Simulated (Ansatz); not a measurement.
# SiH₃Br (built from SMILES [SiH3]Br): a barrier at many levels of theory, part 2 of 3

Ansatz 0.2.0, Gaussian basis. Earlier steps stand in the parts before.

### 8 B3LYP-D4/def2-TZVPP

The inputs:

r/in.yaml

```yaml
crystal:
  periodic: [false, false, false]
  atoms:
    - {symbol: Si, position_ang: [0.041862, 0.158001, 0.003045]}
    - {symbol: Br, position_ang: [-0.526445, -1.986876, -0.038343]}
    - {symbol: H, position_ang: [-0.323160, 0.763184, -1.298093]}
    - {symbol: H, position_ang: [-0.694826, 0.815430, 1.106403]}
    - {symbol: H, position_ang: [1.502569, 0.250161, 0.226989]}
basis:
  gaussian: {orbitals: def2-TZVPP}
hamiltonian: {xc: {name: B3LYP}, dispersion: d4}
```

ts/in.yaml

```yaml
crystal:
  periodic: [false, false, false]
  atoms:
    - {symbol: Si, position_ang: [0.277913, 0.942695, 0.074919]}
    - {symbol: Br, position_ang: [-0.653114, -1.609469, -0.587479]}
    - {symbol: H, position_ang: [-0.713436, -0.468372, -1.479130]}
    - {symbol: H, position_ang: [-0.463175, 0.831012, 1.394713]}
    - {symbol: H, position_ang: [1.551812, 0.304034, 0.596977]}
basis:
  gaussian: {orbitals: def2-TZVPP}
hamiltonian: {xc: {name: B3LYP}, dispersion: d4}
```

p/in.yaml

```yaml
crystal:
  periodic: [false, false, false]
  atoms:
    - {symbol: Si, position_ang: [0.375586, 1.076258, 0.222534]}
    - {symbol: Br, position_ang: [-0.549776, -1.253241, -0.559354]}
    - {symbol: H, position_ang: [-0.986041, -0.893950, -1.869356]}
    - {symbol: H, position_ang: [-0.413645, 0.799751, 1.496251]}
    - {symbol: H, position_ang: [1.573876, 0.271083, 0.709925]}
basis:
  gaussian: {orbitals: def2-TZVPP}
hamiltonian: {xc: {name: B3LYP}, dispersion: d4}
```

Each run has its own folder and the same command.

Run with:

```bash
$ ansatz run in.yaml --threads 2 --pin off --events-out ev --progress --plain --max-ram 4352MiB
```

Log of r (excerpt; [...] marks lines left out):

```text
Functional definition: B3LYP
  name "B3LYP"
  cite "Stephens, Devlin, Chabalowski & Frisch, J. Phys. Chem. 98, 11623 (1994) doi:10.1021/j100096a001"
  cite "Becke, Phys. Rev. A 38, 3098 (1988) doi:10.1103/PhysRevA.38.3098"
  cite "Lee, Yang & Parr, Phys. Rev. B 37, 785 (1988) doi:10.1103/PhysRevB.37.785"
  cite "Vosko, Wilk & Nusair, Can. J. Phys. 58, 1200 (1980) doi:10.1139/p80-159"
[...]
881 factors; their error is unknown
[...]
mean field -77975.58684757 eV, -2865.5499628971 hartree, gradient 2.1e-5 eV, S^2 0.000000; 0 other end points of the search recorded, 0 dependent functions left out
reference -77975.58706980 eV, -2865.5499710637 hartree; 26, 26 occupied and 106, 106 virtual orbitals, 881 factors
Total energy: -77975.71859362 eV, -2865.5548044753 hartree
```

Log of ts (excerpt; [...] marks lines left out):

```text
[... 6 set-up lines as earlier in the session ...]
[...]
881 factors; their error is unknown
[...]
mean field -77972.48082682 eV, -2865.4358187398 hartree, gradient 3.4e-5 eV, S^2 0.000000; 0 other end points of the search recorded, 0 dependent functions left out
reference -77972.48105228 eV, -2865.4358270252 hartree; 26, 26 occupied and 106, 106 virtual orbitals, 881 factors
Total energy: -77972.62767959 eV, -2865.4412154796 hartree
```

p printed (excerpt; [...] marks lines left out):

```text
[... 6 set-up lines as earlier in the session ...]
[...]
881 factors; their error is unknown
[...]
mean field -77972.63321800 eV, -2865.4414190125 hartree, gradient 3.8e-5 eV, S^2 0.000000; 0 other end points of the search recorded, 0 dependent functions left out
reference -77972.63344140 eV, -2865.4414272223 hartree; 26, 26 occupied and 106, 106 virtual orbitals, 881 factors
Total energy: -77972.77886231 eV, -2865.4467713420 hartree
```

Wall times: 0.85 s (r), 0.9 s (ts), 0.8 s (p) on 2 threads of Intel Xeon 6975P-C, shared host.

This gives 71.3 kcal/mol for the barrier and +67.8 kcal/mol for the step.

### 9 r2SCAN0-D4/def2-TZVPP

Each input of step 8 (r, ts, p) changes in the same lines:

```diff
-hamiltonian: {xc: {name: B3LYP}, dispersion: d4}
+hamiltonian: {xc: {name: r2SCAN0}, dispersion: d4}
```

One command serves all of them, each in its own folder.

Run with:

```bash
$ ansatz run in.yaml --threads 2 --pin off --events-out ev --progress --plain --max-ram 4352MiB
```

Log of r (excerpt; [...] marks lines left out):

```text
Functional definition: r2SCAN0
  name "r2SCAN0"
  cite "Bursch, Neugebauer, Ehlert & Grimme, J. Chem. Phys. 156, 134105 (2022) doi:10.1063/5.0086040"
[... 3 set-up lines as earlier in the session ...]
[...]
881 factors; their error is unknown
[...]
mean field -77972.82504097 eV, -2865.4484683765 hartree, gradient 7.3e-5 eV, S^2 0.000000; 0 other end points of the search recorded, 0 dependent functions left out
reference -77972.82504898 eV, -2865.4484686710 hartree; 26, 26 occupied and 106, 106 virtual orbitals, 881 factors
Total energy: -77972.84572369 eV, -2865.4492284525 hartree
```

Output in ts (excerpt; [...] marks lines left out):

```text
[... 6 set-up lines as earlier in the session ...]
[...]
881 factors; their error is unknown
[...]
mean field -77969.49740635 eV, -2865.3261800599 hartree, gradient 4.4e-5 eV, S^2 0.000000; 0 other end points of the search recorded, 0 dependent functions left out
reference -77969.49741436 eV, -2865.3261803542 hartree; 26, 26 occupied and 106, 106 virtual orbitals, 881 factors
Total energy: -77969.52059299 eV, -2865.3270321532 hartree
```

Log of p (excerpt; [...] marks lines left out):

```text
[... 6 set-up lines as earlier in the session ...]
[...]
881 factors; their error is unknown
[...]
mean field -77969.67802300 eV, -2865.3328175993 hartree, gradient 5.3e-5 eV, S^2 0.000000; 0 other end points of the search recorded, 0 dependent functions left out
reference -77969.67803096 eV, -2865.3328178919 hartree; 26, 26 occupied and 106, 106 virtual orbitals, 881 factors
Total energy: -77969.70092468 eV, -2865.3336592205 hartree
```

Times: 1.4 s (r), 1.4 s (ts), 1.4 s (p) on 2 threads of Intel Xeon 6975P-C, shared host.

This gives 76.7 kcal/mol for the barrier and +72.5 kcal/mol for the step.

### 10 BHLYP-D4/def2-TZVPP

The same edit goes into each in.yaml of step 9 (r, ts, p):

```diff
-hamiltonian: {xc: {name: r2SCAN0}, dispersion: d4}
+hamiltonian: {xc: {name: BHLYP}, dispersion: d4}
```

The same command starts each run, in its folder.

Run with:

```bash
$ ansatz run in.yaml --threads 2 --pin off --events-out ev --progress --plain --max-ram 4352MiB
```

r printed (excerpt; [...] marks lines left out):

```text
Functional definition: BHLYP
  name "BHLYP"
  cite "Becke, J. Chem. Phys. 98, 1372 (1993) doi:10.1063/1.464304"
[... 2 set-up lines as earlier in the session ...]
[...]
942 factors; their error is unknown
[...]
mean field -77973.92152284 eV, -2865.4887633420 hartree, gradient 1.9e-5 eV, S^2 0.000000; 0 other end points of the search recorded, 0 dependent functions left out
reference -77973.92167443 eV, -2865.4887689129 hartree; 26, 26 occupied and 106, 106 virtual orbitals, 942 factors
Total energy: -77974.03427446 eV, -2865.4929068877 hartree
```

Log of ts (excerpt; [...] marks lines left out):

```text
[... 5 set-up lines as earlier in the session ...]
[...]
942 factors; their error is unknown
[...]
mean field -77970.59850403 eV, -2865.3666446533 hartree, gradient 2.2e-5 eV, S^2 0.000000; 0 other end points of the search recorded, 0 dependent functions left out
reference -77970.59865660 eV, -2865.3666502600 hartree; 26, 26 occupied and 106, 106 virtual orbitals, 942 factors
Total energy: -77970.72423684 eV, -2865.3712652487 hartree
```

Log of p (excerpt; [...] marks lines left out):

```text
[... 5 set-up lines as earlier in the session ...]
[...]
942 factors; their error is unknown
[...]
mean field -77970.78667717 eV, -2865.3735598886 hartree, gradient 6.4e-5 eV, S^2 0.000000; 0 other end points of the search recorded, 0 dependent functions left out
reference -77970.78682866 eV, -2865.3735654556 hartree; 26, 26 occupied and 106, 106 virtual orbitals, 942 factors
Total energy: -77970.91214651 eV, -2865.3781708017 hartree
```

Times: 0.95 s (r), 0.85 s (ts), 0.8 s (p) on 2 threads of Intel Xeon 6975P-C, shared host.

Barrier 76.3 kcal/mol; end less start +72.0 kcal/mol.

### 11 CAM-B3LYP-D4/def2-TZVPP

Each input of step 10 (r, ts, p) changes in the same lines:

```diff
-hamiltonian: {xc: {name: BHLYP}, dispersion: d4}
+hamiltonian: {xc: {name: CAM-B3LYP}, dispersion: d4}
```

One command serves all of them, each in its own folder.

Run with:

```bash
$ ansatz run in.yaml --threads 2 --pin off --events-out ev --progress --plain --max-ram 4352MiB
```

r printed (excerpt; [...] marks lines left out):

```text
Functional definition: CAM-B3LYP
  name "CAM-B3LYP"
  cite "Yanai, Tew & Handy, Chem. Phys. Lett. 393, 51 (2004) doi:10.1016/j.cplett.2004.06.011"
  cite "Iikura, Tsuneda, Yanai & Hirao, J. Chem. Phys. 115, 3540 (2001) doi:10.1063/1.1383587"
[... 2 set-up lines as earlier in the session ...]
[...]
881 factors; their error is unknown
187 factors; integrals over basis functions are off by at most 4.0e-5 eV
[...]
mean field -77977.65749597 eV, -2865.6260578224 hartree, gradient 2.9e-5 eV, S^2 0.000000; 0 other end points of the search recorded, 0 dependent functions left out
reference -77977.65760418 eV, -2865.6260617990 hartree; 26, 26 occupied and 106, 106 virtual orbitals, 881 factors
Total energy: -77977.72608370 eV, -2865.6285783748 hartree
```

ts printed (excerpt; [...] marks lines left out):

```text
[... 6 set-up lines as earlier in the session ...]
[...]
881 factors; their error is unknown
187 factors; integrals over basis functions are off by at most 4.1e-5 eV
[...]
mean field -77974.44005334 eV, -2865.5078189865 hartree, gradient 3.3e-5 eV, S^2 0.000000; 0 other end points of the search recorded, 0 dependent functions left out
reference -77974.44016325 eV, -2865.5078230257 hartree; 26, 26 occupied and 106, 106 virtual orbitals, 881 factors
Total energy: -77974.51684551 eV, -2865.5106410467 hartree
```

Output in p (excerpt; [...] marks lines left out):

```text
[... 6 set-up lines as earlier in the session ...]
[...]
881 factors; their error is unknown
187 factors; integrals over basis functions are off by at most 3.0e-5 eV
[...]
mean field -77974.61662788 eV, -2865.5143079813 hartree, gradient 2.5e-5 eV, S^2 0.000000; 0 other end points of the search recorded, 0 dependent functions left out
reference -77974.61673677 eV, -2865.5143119829 hartree; 26, 26 occupied and 106, 106 virtual orbitals, 881 factors
Total energy: -77974.69266129 eV, -2865.5171021576 hartree
```

Wall times: 0.95 s (r), 1.1 s (ts), 1 s (p) on 2 threads of Intel Xeon 6975P-C, shared host.

At this level: barrier 74.0 kcal/mol, step energy +70.0 kcal/mol.

### 12 wB97X-V/def2-TZVPP

The same edit goes into each in.yaml of step 11 (r, ts, p):

```diff
-hamiltonian: {xc: {name: CAM-B3LYP}, dispersion: d4}
+hamiltonian: {xc: {name: wB97X-V}}
```

Each run has its own folder and the same command.

Run with:

```bash
$ ansatz run in.yaml --threads 2 --pin off --events-out ev --progress --plain --max-ram 4352MiB
```

r printed (excerpt; [...] marks lines left out):

```text
Functional definition: wB97X-V
  name "wB97X-V"
  cite "Mardirossian & Head-Gordon, Phys. Chem. Chem. Phys. 16, 9904 (2014) doi:10.1039/C3CP54374A"
[... 2 set-up lines as earlier in the session ...]
[...]
      + integral(e_c_pw_opposite_spin*poly(b97_u_opposite, cos0, cos1)) + vv10(b, c)
881 factors; their error is unknown
167 factors; integrals over basis functions are off by at most 6.4e-5 eV
[...]
mean field -77966.46098820 eV, -2865.2145937511 hartree, gradient 5.7e-5 eV, S^2 0.000000; 0 other end points of the search recorded, 0 dependent functions left out
reference -77966.46098652 eV, -2865.2145936893 hartree; 26, 26 occupied and 106, 106 virtual orbitals, 881 factors
Total energy: -77966.46098652 eV, -2865.2145936893 hartree
```

ts printed (excerpt; [...] marks lines left out):

```text
[... 5 set-up lines as earlier in the session ...]
[...]
      + integral(e_c_pw_opposite_spin*poly(b97_u_opposite, cos0, cos1)) + vv10(b, c)
881 factors; their error is unknown
167 factors; integrals over basis functions are off by at most 5.9e-5 eV
[...]
mean field -77963.16880748 eV, -2865.0936083410 hartree, gradient 7.6e-5 eV, S^2 0.000000; 0 other end points of the search recorded, 0 dependent functions left out
reference -77963.16880580 eV, -2865.0936082795 hartree; 26, 26 occupied and 106, 106 virtual orbitals, 881 factors
Total energy: -77963.16880580 eV, -2865.0936082795 hartree
```

Log of p (excerpt; [...] marks lines left out):

```text
[... 5 set-up lines as earlier in the session ...]
[...]
      + integral(e_c_pw_opposite_spin*poly(b97_u_opposite, cos0, cos1)) + vv10(b, c)
881 factors; their error is unknown
167 factors; integrals over basis functions are off by at most 3.1e-5 eV
[...]
mean field -77963.36375282 eV, -2865.1007724500 hartree, gradient 3.9e-5 eV, S^2 0.000000; 0 other end points of the search recorded, 0 dependent functions left out
reference -77963.36375116 eV, -2865.1007723893 hartree; 26, 26 occupied and 106, 106 virtual orbitals, 881 factors
Total energy: -77963.36375116 eV, -2865.1007723893 hartree
```

They took 2.1 s (r), 2.2 s (ts), 2.1 s (p) on 2 threads of Intel Xeon 6975P-C, shared host.

Barrier 75.9 kcal/mol; end less start +71.4 kcal/mol.

### 13 wB97M-V/def2-TZVPP

Each input of step 12 (r, ts, p) changes in the same lines:

```diff
-hamiltonian: {xc: {name: wB97X-V}}
+hamiltonian: {xc: {name: wB97M-V}}
```

Each run has its own folder and the same command.

Run with:

```bash
$ ansatz run in.yaml --threads 2 --pin off --events-out ev --progress --plain --max-ram 4352MiB
```

r printed (excerpt; [...] marks lines left out):

```text
Functional definition: wB97M-V
  name "wB97M-V"
  cite "Mardirossian & Head-Gordon, J. Chem. Phys. 144, 214110 (2016) doi:10.1063/1.4952647"
[... 2 set-up lines as earlier in the session ...]
  # Of w^i u^j: cxij and so on, Table III.
[...]
  gx(w, u) = 1 - cx + cx01*u + cx10*w
[...]
      + integral(e_c_pw_mod_opposite_spin*gos(b97_w_opposite, b97_u_opposite)) + vv10(b, c)
876 factors; their error is unknown
167 factors; integrals over basis functions are off by at most 6.4e-5 eV
[...]
mean field -77969.33231681 eV, -2865.3201131312 hartree, gradient 3.6e-5 eV, S^2 0.000000; 0 other end points of the search recorded, 0 dependent functions left out
reference -77969.33235771 eV, -2865.3201146343 hartree; 26, 26 occupied and 106, 106 virtual orbitals, 876 factors
Total energy: -77969.33235771 eV, -2865.3201146343 hartree
```

Log of ts (excerpt; [...] marks lines left out):

```text
[... 5 set-up lines as earlier in the session ...]
  # Of w^i u^j: cxij and so on, Table III.
[...]
  gx(w, u) = 1 - cx + cx01*u + cx10*w
[...]
      + integral(e_c_pw_mod_opposite_spin*gos(b97_w_opposite, b97_u_opposite)) + vv10(b, c)
876 factors; their error is unknown
167 factors; integrals over basis functions are off by at most 5.9e-5 eV
[...]
mean field -77966.20590230 eV, -2865.2052195172 hartree, gradient 4.2e-5 eV, S^2 0.000000; 0 other end points of the search recorded, 0 dependent functions left out
reference -77966.20594293 eV, -2865.2052210102 hartree; 26, 26 occupied and 106, 106 virtual orbitals, 876 factors
Total energy: -77966.20594293 eV, -2865.2052210102 hartree
```

p printed (excerpt; [...] marks lines left out):

```text
[... 5 set-up lines as earlier in the session ...]
  # Of w^i u^j: cxij and so on, Table III.
[...]
  gx(w, u) = 1 - cx + cx01*u + cx10*w
[...]
      + integral(e_c_pw_mod_opposite_spin*gos(b97_w_opposite, b97_u_opposite)) + vv10(b, c)
876 factors; their error is unknown
167 factors; integrals over basis functions are off by at most 3.1e-5 eV
[...]
mean field -77966.39057000 eV, -2865.2120059300 hartree, gradient 5.9e-5 eV, S^2 0.000000; 0 other end points of the search recorded, 0 dependent functions left out
reference -77966.39061015 eV, -2865.2120074055 hartree; 26, 26 occupied and 106, 106 virtual orbitals, 876 factors
Total energy: -77966.39061015 eV, -2865.2120074055 hartree
```

Wall times: 2.2 s (r), 2.8 s (ts), 2.5 s (p) on 2 threads of Intel Xeon 6975P-C, shared host.

At this level: barrier 72.1 kcal/mol, step energy +67.8 kcal/mol.

### 14 B2PLYP/def2-TZVPP

The same edit goes into each in.yaml of step 13 (r, ts, p):

```diff
-hamiltonian: {xc: {name: wB97M-V}}
+hamiltonian: {xc: {name: B2PLYP}}
```

Each run has its own folder and the same command.

Run with:

```bash
$ ansatz run in.yaml --threads 2 --pin off --events-out ev --progress --plain --max-ram 4352MiB
```

Output in r (excerpt; [...] marks lines left out):

```text
Functional definition: B2PLYP
  name "B2PLYP"
  cite "Grimme, J. Chem. Phys. 124, 034108 (2006) doi:10.1063/1.2148954"
[... 2 set-up lines as earlier in the session ...]
[...]
794 factors; integrals over basis functions are off by at most 1.0e-3 eV
[...]
mean field -77956.74519691 eV, -2864.8575450067 hartree, gradient 2.3e-6 eV, S^2 0.000000; 0 other end points of the search recorded, 0 dependent functions left out
14 core orbitals not correlated: weight in the atoms' cores, before any rotation towards them, 1.000 or more for the frozen orbitals, at most 0.000 for the correlated occupied ones
reference -77956.74533844 eV, -2864.8575502078 hartree; 12, 12 occupied and 106, 106 virtual orbitals, 794 factors
second order -13.20233059 eV of doubles, -0.00000000 eV of singles
Total energy: -77960.30996770 eV, -2864.9885479169 hartree
```

ts printed (excerpt; [...] marks lines left out):

```text
[... 5 set-up lines as earlier in the session ...]
[...]
795 factors; integrals over basis functions are off by at most 9.1e-4 eV
[...]
mean field -77953.44303231 eV, -2864.7361926960 hartree, gradient 7.3e-6 eV, S^2 0.000000; 0 other end points of the search recorded, 0 dependent functions left out
14 core orbitals not correlated: weight in the atoms' cores, before any rotation towards them, 1.000 or more for the frozen orbitals, at most 0.000 for the correlated occupied ones
reference -77953.44317500 eV, -2864.7361979395 hartree; 12, 12 occupied and 106, 106 virtual orbitals, 795 factors
second order -13.56093792 eV of doubles, -0.00000000 eV of singles
Total energy: -77957.10462824 eV, -2864.8707538643 hartree
```

Output in p (excerpt; [...] marks lines left out):

```text
[... 5 set-up lines as earlier in the session ...]
[...]
793 factors; integrals over basis functions are off by at most 9.8e-4 eV
[...]
mean field -77953.62850450 eV, -2864.7430086731 hartree, gradient 5.7e-6 eV, S^2 0.000000; 0 other end points of the search recorded, 0 dependent functions left out
14 core orbitals not correlated: weight in the atoms' cores, before any rotation towards them, 1.000 or more for the frozen orbitals, at most 0.000 for the correlated occupied ones
reference -77953.62864615 eV, -2864.7430138787 hartree; 12, 12 occupied and 106, 106 virtual orbitals, 793 factors
second order -13.48837698 eV of doubles, -0.00000000 eV of singles
Total energy: -77957.27050793 eV, -2864.8768498308 hartree
```

They took 1.4 s (r), 1.5 s (ts), 1.4 s (p) on 2 threads of Intel Xeon 6975P-C, shared host.

This gives 73.9 kcal/mol for the barrier and +70.1 kcal/mol for the step.

### 15 PBE-QIDH/def2-TZVPP

The same edit goes into each in.yaml of step 14 (r, ts, p):

```diff
-hamiltonian: {xc: {name: B2PLYP}}
+hamiltonian: {xc: {name: PBE-QIDH}}
```

Each run has its own folder and the same command.

Run with:

```bash
$ ansatz run in.yaml --threads 2 --pin off --events-out ev --progress --plain --max-ram 4352MiB
```

Log of r (excerpt; [...] marks lines left out):

```text
Functional definition: PBE-QIDH
  name "PBE-QIDH"
  cite "Brémond, Sancho-García, Pérez-Jiménez & Adamo, J. Chem. Phys. 141, 031101 (2014) doi:10.1063/1.4890314"
[... 1 set-up line as earlier in the session ...]
[...]
794 factors; integrals over basis functions are off by at most 1.0e-3 eV
[...]
mean field -77947.80045404 eV, -2864.5288317692 hartree, gradient 4.6e-6 eV, S^2 0.000000; 0 other end points of the search recorded, 0 dependent functions left out
14 core orbitals not correlated: weight in the atoms' cores, before any rotation towards them, 1.000 or more for the frozen orbitals, at most 0.000 for the correlated occupied ones
reference -77947.80046473 eV, -2864.5288321620 hartree; 12, 12 occupied and 106, 106 virtual orbitals, 794 factors
second order -12.34550828 eV of doubles, -0.00000000 eV of singles
Total energy: -77951.91563416 eV, -2864.6800618490 hartree
```

Log of ts (excerpt; [...] marks lines left out):

```text
[... 4 set-up lines as earlier in the session ...]
[...]
795 factors; integrals over basis functions are off by at most 9.1e-4 eV
[...]
mean field -77944.36701319 eV, -2864.4026551452 hartree, gradient 5.1e-6 eV, S^2 0.000000; 0 other end points of the search recorded, 0 dependent functions left out
14 core orbitals not correlated: weight in the atoms' cores, before any rotation towards them, 1.000 or more for the frozen orbitals, at most 0.000 for the correlated occupied ones
reference -77944.36702354 eV, -2864.4026555256 hartree; 12, 12 occupied and 106, 106 virtual orbitals, 795 factors
second order -12.63940860 eV of doubles, -0.00000000 eV of singles
Total energy: -77948.58015974 eV, -2864.5574854251 hartree
```

p printed (excerpt; [...] marks lines left out):

```text
[... 4 set-up lines as earlier in the session ...]
[...]
793 factors; integrals over basis functions are off by at most 9.8e-4 eV
[...]
mean field -77944.57702759 eV, -2864.4103730319 hartree, gradient 3.4e-6 eV, S^2 0.000000; 0 other end points of the search recorded, 0 dependent functions left out
14 core orbitals not correlated: weight in the atoms' cores, before any rotation towards them, 1.000 or more for the frozen orbitals, at most 0.000 for the correlated occupied ones
reference -77944.57703793 eV, -2864.4103734120 hartree; 12, 12 occupied and 106, 106 virtual orbitals, 793 factors
second order -12.58361533 eV of doubles, -0.00000000 eV of singles
Total energy: -77948.77157637 eV, -2864.5645198566 hartree
```

They took 1.4 s (r), 1.6 s (ts), 1.5 s (p) on 2 threads of Intel Xeon 6975P-C, shared host.

At this level: barrier 76.9 kcal/mol, step energy +72.5 kcal/mol.

[end of part 2 of 3]
